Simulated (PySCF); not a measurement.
# Cl4GeH4O2 (trans-Ge(H2O)2Cl4): the cost of one run

Programs: PySCF 2.14.0, with density-fitted response routines of our own. Each step states its level of theory. These are calculated values for one molecule in the gas phase, unless marked as measured. Atoms are numbered from 0 throughout.

## Step 1: The starting structure

11 atoms, charge 0, multiplicity 1; geometry from: GFN1-xTB. The atoms were then displaced at random by about 0.03 Å, so the start is not that level's minimum.

Bonds of the start (Å): Ge0–O1 2.36, Ge0–O4 2.39, Ge0–Cl7 2.21, Ge0–Cl8 2.28, Ge0–Cl9 2.28, Ge0–Cl10 2.15, O1–H2 0.99, O1–H3 1.06, O4–H5 0.94, O4–H6 0.98.

## Step 2: Relaxing the molecule at PBE0-D3(BJ)/def2-SVP

Job settings and geometry (Å):

```
{"job": {"xc": "PBE0", "basis": "def2-SVP", "d3": "d3bj", "grid": 1, "maxiter": 40, "shake": 0.03, "kind": "geom"}, "charge": 0, "multiplicity": 1}
Ge     0.048040    -0.070000    -0.002750
O     -0.030780    -0.036130     2.351420
H     -0.843410     0.491440     2.566580
H      0.862470     0.489520     2.592670
O     -0.005110     0.001460    -2.388990
H     -0.740920    -0.539080    -2.590850
H      0.840770    -0.457860    -2.557330
Cl     2.254170     0.048090    -0.017300
Cl    -2.233920    -0.007010     0.049440
Cl    -0.044680     2.209090     0.111530
Cl    -0.008560    -2.215020    -0.083530
```

Run with:

```console
$ OMP_NUM_THREADS=1 python probes_run.py task.json out
```

This one command runs all jobs of the session in turn.

**Question.** How long does this first job take on 1 thread of Arm Neoverse V1, shared host, and how much memory does it need?

About 2.6 min, with a peak of 0.67 GiB.
